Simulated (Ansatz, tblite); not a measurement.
# The cluster Si5H2: rung by rung

How do method and basis change the picture of the cluster Si5H2 (singlet)?

Program: Ansatz 0.2.0, Gaussian basis. Level of theory: as each input shows. These are calculated values, not measurements.

Plan: GFN1-xTB, GFN2-xTB, PBE-D4/def2-TZVP, r2SCAN-D4/def2-TZVP, r2SCAN0-D4/def2-TZVP, B3LYP-D4/def2-TZVP, ωB97X-V/def2-TZVP, BHLYP-D4/def2-TZVP, revPBE-D4/def2-TZVP, CAM-B3LYP-D4/def2-TZVP, ωB97M-V/def2-TZVP, PBE-D4/def2-SVP, PBE0-D4/def2-SVP, HF/STO-3G, HF/6-31G, B3LYP-D4/6-31G, PBE0-D4/def2-TZVPD, PBE-D4/def2-TZVPD, r2SCAN-D4/def2-TZVPD, CCSD(T)/def2-TZVPP, MP2/def2-TZVP, RPA/def2-TZVP.

## 1. The structure

The singlet was relaxed beforehand with B3LYP-D4/def2-SVP. At that level it is the lowest of the isomers that a small search found.

7 atoms, charge 0, spin multiplicity 1.

Bond lengths: Si1–Si2 2.327 Å, Si1–Si3 2.327 Å, Si1–Si5 2.327 Å, Si1–H6 1.482 Å, Si2–Si4 2.327 Å, Si3–Si4 2.327 Å, Si4–Si5 2.327 Å, Si4–H7 1.482 Å. Angles: Si2–Si1–Si3 81.4°, Si2–Si1–Si5 81.4°, Si2–Si1–H6 131.2°, Si3–Si1–Si5 81.4°, Si3–Si1–H6 131.2°, Si5–Si1–H6 131.2°, Si1–Si2–Si4 82.4°, Si1–Si3–Si4 82.4°, Si2–Si4–Si3 81.4°, Si2–Si4–Si5 81.4°, Si2–Si4–H7 131.2°, Si3–Si4–Si5 81.4°, Si3–Si4–H7 131.2°, Si5–Si4–H7 131.2°, Si1–Si5–Si4 82.4°.

PBE0-D4/def2-TZVP was run before; its log isn't repeated, and its numbers join the tables.

## 2. GFN1-xTB

Tight binding, by tblite at 300 K electronic temperature and without a spin-polarisation term:

```python
tblite.interface.Calculator('GFN1-xTB', numbers, positions, charge=0, uhf=0).singlepoint()
```

Energy -272.4304 eV, HOMO -9.87 eV, LUMO -7.99 eV; 0.005 s.

## 3. GFN2-xTB

Tight binding, by tblite at 300 K electronic temperature and without a spin-polarisation term:

```python
tblite.interface.Calculator('GFN2-xTB', numbers, positions, charge=0, uhf=0).singlepoint()
```

Energy -255.3754 eV, HOMO -7.16 eV, LUMO -5.73 eV; 0.006 s.

## 4. PBE-D4/def2-TZVP

start.molden holds the orbitals of an earlier run on this state, given as this run's starting guess.

Contents of in.yaml:

```yaml
crystal:
  periodic: [false, false, false]
  atoms:
    - {symbol: Si, position_ang: [0.561117, -0.104973, -1.422143]}
    - {symbol: Si, position_ang: [0.667805, -1.574252, 0.379671]}
    - {symbol: Si, position_ang: [-1.621667, 0.130028, -0.649394]}
    - {symbol: Si, position_ang: [-0.561120, 0.104965, 1.422140]}
    - {symbol: Si, position_ang: [0.953846, 1.444233, 0.269710]}
    - {symbol: H, position_ang: [1.103609, -0.206561, -2.797788]}
    - {symbol: H, position_ang: [-1.103589, 0.206560, 2.797794]}
basis:
  gaussian: {orbitals: def2-TZVP, initial_orbitals: start.molden}
hamiltonian: {xc: pbe, dispersion: d4}
scf: {omitted_lower_state_checks: [starts]}
output: {forces: true, orbitals: {seedname: orbitals}}
```

Run with:

```console
ansatz run in.yaml --threads 4 --pin off --events-out ev --progress --plain --max-ram 3916MiB
```

After this run come: r2SCAN-D4/def2-TZVP; r2SCAN0-D4/def2-TZVP; B3LYP-D4/def2-TZVP; ωB97X-V/def2-TZVP; BHLYP-D4/def2-TZVP; revPBE-D4/def2-TZVP; CAM-B3LYP-D4/def2-TZVP; ωB97M-V/def2-TZVP; PBE-D4/def2-SVP; PBE0-D4/def2-SVP; HF/STO-3G; HF/6-31G; B3LYP-D4/6-31G; PBE0-D4/def2-TZVPD; PBE-D4/def2-TZVPD; r2SCAN-D4/def2-TZVPD; CCSD(T)/def2-TZVPP; MP2/def2-TZVP; RPA/def2-TZVP.

**Question.** What will the summary of the whole plan be? Wanted: gap in def2-TZVP, named functionals, smallest and largest; correlation energy, CCSD(T)/def2-TZVPP; correlation energy, MP2/def2-TZVP; binding an atom, functionals in def2-TZVP; PBE0 total energy, smallest basis above largest.

The runs gave:

| quantity | value |
| --- | --- |
| gap in def2-TZVP, named functionals, smallest and largest | 2.60 eV (PBE-D4), 7.56 eV (ωB97X-V) |
| correlation energy, CCSD(T)/def2-TZVPP | -17.90 eV |
| correlation energy, MP2/def2-TZVP | -15.37 eV |
| binding an atom, functionals in def2-TZVP | 2.98 (BHLYP-D4) to 3.28 eV (PBE-D4) |
| PBE0 total energy, smallest basis above largest | 13.61 eV (def2-SVP, def2-TZVPD) |

What this shows: Orbital gaps of the named functionals in def2-TZVP span 2.60 eV (PBE-D4) to 7.56 eV (ωB97X-V); exact exchange widens it. Notes on CCSD(T)/def2-TZVPP: large T1 diagnostic.
